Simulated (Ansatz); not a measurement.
# BClH8Si3: up Jacob's ladder to CCSD(T)

Aim: compute BClH8Si3 with functionals from several rungs and with coupled cluster, and see how far each lands from CCSD(T) at the basis-set limit for the atomisation energy.

The runs use Ansatz 0.2.0, Gaussian basis; functionals in def2-TZVPP, the program's frozen cores in correlated methods.

Levels to be run: LDA (SPW92), PBE-D4, revPBE-D4, BLYP-D4, r2SCAN-D4, B97M-V, PBE0-D4, B3LYP-D4, r2SCANh-D4, r2SCAN0-D4, HSE06-D4, BHLYP-D4, CAM-B3LYP-D4, LC-ωPBE, ωB97X-V, ωB97M-V, B2PLYP, PBE-QIDH; CCSD(T)/def2-SVP; CCSD(T)/def2-TZVPP; MP2/def2-QZVPP; extrapolation to the limit; RPA on PBE.

**1. The relaxed structure**

An earlier PBE0-D4 in a triple-zeta def2 set relaxation fixed the geometry.

SMILES `B[SiH2][SiH2][SiH2]Cl`, 13 atoms, charge 0, spin multiplicity 1.

Atoms are counted from 1 here; the program's logs count them from 0.

Bond lengths: B1–Si2 2.017 Å, B1–H6 1.201 Å, B1–H7 1.199 Å, Si2–Si3 2.348 Å, Si2–H8 1.491 Å, Si2–H9 1.492 Å, Si3–Si4 2.342 Å, Si3–H10 1.488 Å, Si3–H11 1.488 Å, Si4–Cl5 2.142 Å, Si4–H12 1.484 Å, Si4–H13 1.483 Å. Angles: Si2–B1–H6 115.2°, Si2–B1–H7 118.0°, H6–B1–H7 116.3°, B1–Si2–Si3 103.8°, B1–Si2–H8 114.3°, B1–Si2–H9 115.7°, Si3–Si2–H8 108.4°, Si3–Si2–H9 106.1°, H8–Si2–H9 108.0°, Si2–Si3–Si4 98.5°, Si2–Si3–H10 118.5°, Si2–Si3–H11 115.2°, Si4–Si3–H10 108.0°, Si4–Si3–H11 106.3°, H10–Si3–H11 108.9°, Si3–Si4–Cl5 103.4°, Si3–Si4–H12 119.4°, Si3–Si4–H13 116.5° and more.

**2. LDA**

This LDA is Slater exchange with PW92 correlation.

Contents of in.yaml:

```yaml
crystal:
  periodic: [false, false, false]
  atoms:
    - {symbol: B, position_ang: [-1.250077, 1.330427, 0.426708]}
    - {symbol: Si, position_ang: [-1.119405, -0.572639, 1.082163]}
    - {symbol: Si, position_ang: [0.497368, -1.538065, -0.320308]}
    - {symbol: Si, position_ang: [1.585268, 0.422697, -0.997616]}
    - {symbol: Cl, position_ang: [0.757765, 1.918944, 0.292674]}
    - {symbol: H, position_ang: [-1.607969, 1.454723, -0.713171]}
    - {symbol: H, position_ang: [-1.631422, 2.165841, 1.197352]}
    - {symbol: H, position_ang: [-2.382244, -1.354981, 0.953035]}
    - {symbol: H, position_ang: [-0.612328, -0.742811, 2.474864]}
    - {symbol: H, position_ang: [1.513178, -2.441452, 0.284944]}
    - {symbol: H, position_ang: [-0.033101, -2.169854, -1.559243]}
    - {symbol: H, position_ang: [3.040703, 0.570319, -0.750240]}
    - {symbol: H, position_ang: [1.262667, 0.922250, -2.356361]}
basis:
  gaussian: {orbitals: def2-TZVPP}
hamiltonian: {xc: lda}
output: {orbitals: {seedname: orbitals}}
```

Run with:

```sh
ansatz run in.yaml --threads 4 --pin off --events-out ev --progress --plain --max-ram 10444MiB
```

Further steps of the session: PBE-D4 (GGA); revPBE-D4 (GGA); BLYP-D4 (GGA); r2SCAN-D4 (meta-GGA); B97M-V (meta-GGA); B3LYP-D4 (hybrid); r2SCANh-D4 (hybrid); r2SCAN0-D4 (hybrid); HSE06-D4 (hybrid); BHLYP-D4 (hybrid); CAM-B3LYP-D4 (range-separated); LC-ωPBE (range-separated); ωB97X-V (range-separated); ωB97M-V (range-separated); B2PLYP (double hybrid); PBE-QIDH (double hybrid); CCSD(T) in def2-SVP; CCSD(T) in def2-TZVPP; MP2 in def2-QZVPP; RPA on PBE orbitals.

Q: Predict the results of all the runs planned. Wanted: atomisation energy, CCSD(T)/CBS; farthest beyond LDA; mean size of error, GGA; mean size of error, meta-GGA; mean size of error, hybrid; mean size of error, range-separated; mean size of error, double hybrid; gap, smallest and largest; T1 diagnostic.

**Answer**, as computed:

| quantity | value |
| --- | --- |
| atomisation energy, CCSD(T)/CBS | 3902.1 kJ/mol |
| functionals within 19.5 kJ/mol (0.5 %) | PBE-D4, PBE0-D4, B3LYP-D4, r2SCANh-D4, r2SCAN0-D4, HSE06-D4, CAM-B3LYP-D4, ωB97M-V |
| farthest beyond LDA | B2PLYP (-70.1 kJ/mol) |
| mean size of error, GGA | 36.0 kJ/mol |
| mean size of error, meta-GGA | 36.7 kJ/mol |
| mean size of error, hybrid | 12.3 kJ/mol |
| mean size of error, range-separated | 24.6 kJ/mol |
| mean size of error, double hybrid | 47.2 kJ/mol |
| gap, smallest and largest | 4.24 eV (LDA (SPW92)), 10.95 eV (LC-ωPBE) |
| T1 diagnostic | 0.0134 |
| triples share of the correlation energy | 4.0 % |

**Reading.** The LDA atomisation energy is off by 447.5 kJ/mol (11 %): it overbinds. PBE-D4 is off by -0.1 kJ/mol. Double hybrids carry the basis error of their MP2 part in triple zeta, and no dispersion term here, so their miss is partly the set-up's. Taken by rung, hybrid functionals do best (12.3 kJ/mol on average) and double hybrid ones worst beyond LDA (47.2 kJ/mol). The reference freezes the cores and leaves out relativity and excitations past (T), so misses under about 19.5 kJ/mol can't be ranked. Hartree-Fock recovers 76 % of the binding; the rest is correlation. CCSD(T) in def2-SVP is off by -262.1 kJ/mol, which most functionals beat. Orbital gaps span 4.2 to 10.9 eV; exact exchange widens them.
